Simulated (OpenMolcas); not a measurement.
# Cr⁴⁺: CASSCF and CASPT2 terms and fine-structure levels

Wanted: the level scheme of Cr⁴⁺ from active-space wave functions, then second-order correlation under several settings.

The numbers are computed with OpenMolcas 26.06 (state-averaged CASSCF and CASPT2, spin-orbit coupling by RASSI with atomic mean-field integrals), except any that are marked as measured or tabulated.

## (1) The system

- Species: Cr⁴⁺ (chromium, Z = 24, 20 electrons)
- Basis: ANO-L-VQZP [7s6p4d3f2g], 84 functions
- Scalar Hamiltonian: non-relativistic, point nucleus
- Inactive shells: 1s 2s 2p 3s 3p
- Active space: 2 electrons in 5 orbitals (3d)
- Some configurations of this space: 3d²
- Orbitals: optimised for each spin and parity, averaged over the low roots

The outer shells:

3d2
```
3d [↑ ][↑ ][  ][  ][  ]
```

Each step is its own input file, run in one work folder so that later steps find the files of earlier ones. Labels, J, g values, rates, χT and fits are worked out afterwards by a script from the matrices that RASSI stores.

## (2) GATEWAY and SEWARD: basis and integrals

File a.inp:

```
&GATEWAY
Coord
1

Cr 0.0 0.0 0.0
Basis=ANO-L-VQZP
Group=XYZ
NoMove
AngMom=0.0 0.0 0.0
AMFI
&SEWARD
```

The run is started by

```bash
$ OMP_NUM_THREADS=1 MOLCAS_MEM=2252 MOLCAS_PROJECT=a pymolcas a.inp > a.log
```

## (3) CASSCF: triplets of even parity, 10 roots

File a.inp:

```
&RASSCF
FileOrb=start.orb
Symmetry=1
Spin=3
nActEl=2 0 0
Inactive=3 6
Ras2=5 0
CIRoot=10 10 1
SDav=10
CIMx=300
Iter=120 100
PrWF=0.3
OrbListing=Nothing
MaxOrb=0
Atom
>>> COPY $Project.JobIph JOB001
```

start.orb holds the contracted functions of the basis, ordered by shell, or the orbitals of the step before.

## (4) Reference wave functions, singlets of even parity, 15 roots

File a.inp:

```
&RASSCF
FileOrb=start.orb
Symmetry=1
Spin=1
nActEl=2 0 0
Inactive=3 6
Ras2=5 0
CIRoot=15 15 1
SDav=15
CIMx=300
Iter=120 100
PrWF=0.3
OrbListing=Nothing
MaxOrb=0
Atom
>>> COPY $Project.JobIph JOB002
```

## (5) State interaction with spin-orbit coupling

File a.inp:

```
&RASSI
NrOfJobIphs=2 10 15
1 2 3 4 5 6 7 8 9 10
1 2 3 4 5 6 7 8 9 10 11 12 13 14 15
IphNames
JOB001
JOB002
EJob
SpinOrbit
DIPRint=1.0
SOCoupling=1000.0
Subsets=2
MEES
Property=10
'ANGMOM' 1 'ANGMOM' 2 'ANGMOM' 3 'MLTPL  1' 1 'MLTPL  1' 2 'MLTPL  1' 3
'AMFI' 1 'AMFI' 2 'AMFI' 3 'MLTPL  2' 6
SOProperty=3
'ANGMOM' 1 'ANGMOM' 2 'ANGMOM' 3
```

## (6) CASPT2: IPEA 0.4, imaginary shift 0.3 (closed shells correlated: 3s 3p), extended multistate

File a.inp:

```
>>> COPY JOB001 $Project.JobIph
&CASPT2
XMultistate=10 1 2 3 4 5 6 7 8 9 10
Frozen=2 3
IPEA=0.4
Imaginary=0.3
MaxIter=60
WThr=0.0 0.3 0.05
PrWF=0.5
NoMix
>>> COPY JOB002 $Project.JobIph
&CASPT2
XMultistate=15 1 2 3 4 5 6 7 8 9 10 11 12 13 14 15
Frozen=2 3
IPEA=0.4
Imaginary=0.3
MaxIter=60
WThr=0.0 0.3 0.05
PrWF=0.5
NoMix
```

## (7) CASPT2: IPEA 0.75 (closed shells correlated: 2s 2p 3s 3p)

File a.inp:

```
>>> COPY JOB001 $Project.JobIph
&CASPT2
Multistate=10 1 2 3 4 5 6 7 8 9 10
NoMult
Frozen=1 0
IPEA=0.75
MaxIter=60
WThr=0.0 0.3 0.05
PrWF=0.5
NoMix
>>> COPY JOB002 $Project.JobIph
&CASPT2
Multistate=15 1 2 3 4 5 6 7 8 9 10 11 12 13 14 15
NoMult
Frozen=1 0
IPEA=0.75
MaxIter=60
WThr=0.0 0.3 0.05
PrWF=0.5
NoMix
```

## (8) CASPT2: IPEA 0.1 (closed shells correlated: none)

File a.inp:

```
>>> COPY JOB001 $Project.JobIph
&CASPT2
Multistate=10 1 2 3 4 5 6 7 8 9 10
Frozen=3 6
IPEA=0.1
MaxIter=60
WThr=0.0 0.3 0.05
PrWF=0.5
NoMix
>>> COPY JOB002 $Project.JobIph
&CASPT2
Multistate=15 1 2 3 4 5 6 7 8 9 10 11 12 13 14 15
Frozen=3 6
IPEA=0.1
MaxIter=60
WThr=0.0 0.3 0.05
PrWF=0.5
NoMix
```

(Steps that only read results are left out.)

**Question.** What will these runs give? Wanted: lowest level; first excited level; lowest level of another term; spin-orbit lowering of the lowest level; strongest of the lines computed, by gA.

As calculated:

```
                                                                                       quantity                                                                        value
                                                                                         method  XMS-CASPT2, IPEA 0.4, imaginary shift 0.3 (closed shells correlated: 3s 3p)
                                                                                   lowest level                                       3d² ³F₂, 100 % of that term, g = 0.666
                                                                    ground level listed by NIST                                                                          3F2
                                                                            first excited level                                                          3d² ³F₃ at 527 cm⁻¹
                                                                   lowest level of another term                                                        3d² ¹D₂ at 13340 cm⁻¹
                                                        spin-orbit lowering of the lowest level                                                                     696 cm⁻¹
strongest of the lines computed, by gA (one parity, so forbidden lines), at XMS-CASPT2 energies                                3d² ¹S₀ → 3d² ¹D₂, 255.2 nm, A = 1.89e+01 s⁻¹
```

Cost and accuracy by method:

| method | time of its own steps | time with the reference | mean absolute difference from the measured levels (cm-1) |
| --- | --- | --- | --- |
| A. CASSCF | 13 s | 13 s | 3500 |
| B. XMS-CASPT2, IPEA 0.4, imaginary shift 0.3, +3s 3p | 4.6 s | 17 s | 500 |
| C. SS-CASPT2, IPEA 0.75, +2s 2p 3s 3p | 8.4 s | 21 s | 670 |
| D. SS-CASPT2, IPEA 0.1, +none | 3.4 s | 16 s | 1600 |

Times are of one thread on a shared host.

In words: The multiplet ³F is regular; its intervals divided by the larger J differ by 5 % of their mean, where Landé's rule for pure LS coupling makes them equal. Second-order correlation (method B) scales the levels of the lowest configuration above 5000 cm⁻¹ by 0.81 to 0.89. Method B lies closest to the measured levels (500 cm⁻¹ on average) and A farthest (3500). Only the configurations of the active space and the roots asked for are present. CASPT2 does not keep the components of a term degenerate, and the means are used. Only valence configurations of the active space appear, up to the ionisation limit; * or ° marks odd parity.
